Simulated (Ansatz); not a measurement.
# Zr: properties at the relaxed cell

One table from this session's results is given with a row withheld; the runs are named, their logs left out.

Method: DFT r2SCAN, scalar-relativistic, plane waves, PAW, in Ansatz 0.2.0.

1 further run of the same task is left out (set aside as unsound or not needed).

### The structure to begin with

The structure is hexagonal, space group P6/mmm (No. 191). Conventional cell: a = 5.039 Å, b = 5.039 Å, c = 3.158 Å, α = 90.00°, β = 90.00°, γ = 120.00°. Zr (site symmetry -6m2) is surrounded by 11 Zr at 2.91 to 3.31 Å. Zr (site symmetry 6/mmm) has 14 Zr at 3.16 to 3.31 Å as nearest neighbours.

As a file:

```cif
data_structure
_symmetry_space_group_name_H-M 'P 1'
_symmetry_Int_Tables_number 1
_cell_length_a 5.0388
_cell_length_b 5.0388
_cell_length_c 3.1583
_cell_angle_alpha 90.000
_cell_angle_beta 90.000
_cell_angle_gamma 120.000
_cell_volume 69.44
loop_
_atom_site_label
_atom_site_type_symbol
_atom_site_fract_x
_atom_site_fract_y
_atom_site_fract_z
_atom_site_occupancy
Zr1 Zr 0.66667 0.33333 0.50000 1
Zr2 Zr 0.33333 0.66667 0.50000 1
Zr3 Zr 0.00000 0.00000 0.00000 1
```

It is the result of an earlier relaxation at this level (volume 23.15 Å³/atom; gap on the mesh: none (metal)).

The first run:

File input.yaml:

```yaml
crystal:
  lattice:
    - [4.987883893, 0.0, 0.0]
    - [-2.4939419465, 4.3196341625, 0.0]
    - [0.0, 0.0, 3.1264220013]
  atoms:
    - { symbol: Zr, position: [0.6666666667, 0.3333333333, 0.5] }
    - { symbol: Zr, position: [0.3333333333, 0.6666666667, 0.5] }
    - { symbol: Zr, position: [0.0, 0.0, 0.0] }
basis:
  ecutwfc: 500
kpoints:
  mp_grid: { grid: [12, 12, 14] }
hamiltonian:
  xc: r2scan
scf:
  occupations: { method: gaussian, width: 0.1 }
output:
  forces: true
  stress: true
  eigenvalues: true
relax:
  adjacent_minimum: "off"
  f_tol: 0.01
  max_steps: 30
  cell: { stress_tol: 0.1, fix: [volume] }
```

Launch:

```console
$ ansatz run input.yaml --threads 2 --pin off --max-ram 5120MiB --backend cpu --events-out ev --progress --plain --runs-dir out
```

Steps of the session up to this table: The cell scaled to 0.97 of its volume; The cell scaled to 1.03 of its volume; Point at V/V0 = 0.94; Point at V/V0 = 1.06; Volume × 0.91; The cell scaled to 1.10 of its volume; The cell scaled to 0.88 of its volume.

One of the session's tables, all rows but one given; the rest of the session is left out.

It belongs to the step «Equation of state». 

| volume (Å³/atom) | energy above the lowest point (meV/atom) | pressure (GPa) |
| --- | --- | --- |
| 20.370 | 121.3 | 15.38 |
| 21.065 | 65.0 | 10.73 |
| 21.759 | 27.5 | 6.66 |
| 22.454 | ? | ? |
| 23.148 | 0.0 | -0.03 |
| 23.843 | 6.2 | -2.76 |
| 24.537 | 23.5 | -5.16 |
| 25.463 | 61.4 | -7.89 |

Q: Estimate the row for volume (Å³/atom) = 22.454 from the others.

Worked estimate for «energy above the lowest point (meV/atom)». A straight line through the neighbours (21.759, 27.5) and (23.148, 0.0) gives 27.5 + (0.0 − 27.5) × (22.454 − 21.759) / (23.148 − 21.759) = 13.7; a parabola fitted to 4 rows on both sides gives 6.5.

**Answer.** energy above the lowest point (meV/atom): 6.5; pressure (GPa): 3.09. In «energy above the lowest point (meV/atom)» the line misses by +7.2 and the parabola by 0.0.
